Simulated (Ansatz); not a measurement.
# ScF6: the cost of one run

Method: DFT PBE, scalar-relativistic, plane waves, PAW, unless a step names another level, in Ansatz 0.2.0.

8 further runs of the same task are left out: 6 that didn't finish, 2 set aside as unsound or not needed. Runs told in other sessions of the task aren't counted.

### 1 The starting structure

The structure is trigonal, space group P-31m (No. 162). The conventional cell has a = 5.698 Å, b = 5.698 Å, c = 9.106 Å, α = 90.00°, β = 90.00°, γ = 120.00°. Sc (site symmetry 32) is surrounded by 6 F at 2.05 Å. Around F (site symmetry m) lie 1 F at 1.42 Å. Around F (site symmetry m) lie 2 Sc at 2.05 Å.

Coordinates:

```xyz
14
Lattice="5.6979 0.0000 0.0000 -2.8490 4.9346 0.0000 0.0000 0.0000 9.1056" Properties=species:S:1:pos:R:3 pbc="T T T"
Sc    2.8490    1.6449    0.0000
Sc    0.0000    3.2897    0.0000
F     2.6129    0.0000    3.8855
F     3.0851    0.0000    5.2201
F     1.5425    2.6718    3.8855
F     1.3064    2.2628    5.2201
F    -1.5425    2.6718    5.2201
F    -1.3064    2.2628    3.8855
F     1.7244    2.9868    1.0733
F    -1.7244    2.9868    8.0323
F     2.2491    0.0000    1.0733
F     1.1246    1.9478    8.0323
F    -1.1246    1.9478    1.0733
F     3.4488    0.0000    8.0323
```

It came out lowest among 34 distinct ends of the trial cells. At a tolerance of 0.02 Å it has space group P-31m (No. 162).

### 2 Tight relaxation for the response runs, on the response runs' mesh and smearing

Input file input.yaml:

```yaml
crystal:
  lattice:
    - [5.6979301481, 0.0, 0.0]
    - [-2.848965074, 4.9345522572, 0.0]
    - [0.0, 0.0, 9.1055700023]
  atoms:
    - { symbol: Sc, position: [0.6666666667, 0.3333333333, 0.0] }
    - { symbol: Sc, position: [0.3333333333, 0.6666666667, 0.0] }
    - { symbol: F, position: [0.458562716, 0.0, 0.4267126759] }
    - { symbol: F, position: [0.541437284, 0.0, 0.5732873241] }
    - { symbol: F, position: [0.541437284, 0.541437284, 0.4267126759] }
    - { symbol: F, position: [0.458562716, 0.458562716, 0.5732873241] }
    - { symbol: F, position: [0.0, 0.541437284, 0.5732873241] }
    - { symbol: F, position: [0.0, 0.458562716, 0.4267126759] }
    - { symbol: F, position: [0.6052740087, 0.6052740087, 0.1178695711] }
    - { symbol: F, position: [0.0, 0.6052740087, 0.8821304289] }
    - { symbol: F, position: [0.3947259913, 0.0, 0.1178695711] }
    - { symbol: F, position: [0.3947259913, 0.3947259913, 0.8821304289] }
    - { symbol: F, position: [0.0, 0.3947259913, 0.1178695711] }
    - { symbol: F, position: [0.6052740087, 0.0, 0.8821304289] }
basis:
  ecutwfc: 420
kpoints:
  mp_grid: { grid: [6, 6, 4] }
hamiltonian:
  xc: pbe
scf:
  occupations: { method: fixed }
output:
  forces: true
  stress: true
  eigenvalues: true
relax:
  adjacent_minimum: "off"
  f_tol: 0.001
  max_steps: 60
  cell: { stress_tol: 0.01 }
```

Command:

```
$ ansatz run input.yaml --threads 3 --pin off --max-ram 7680MiB --backend cpu --events-out ev --progress --plain --runs-dir out
```

What time and memory should one allow on 3 threads of AMD EPYC 9R45 (Zen 5), shared host?

About 35 s, with a peak of 0.9 GiB.
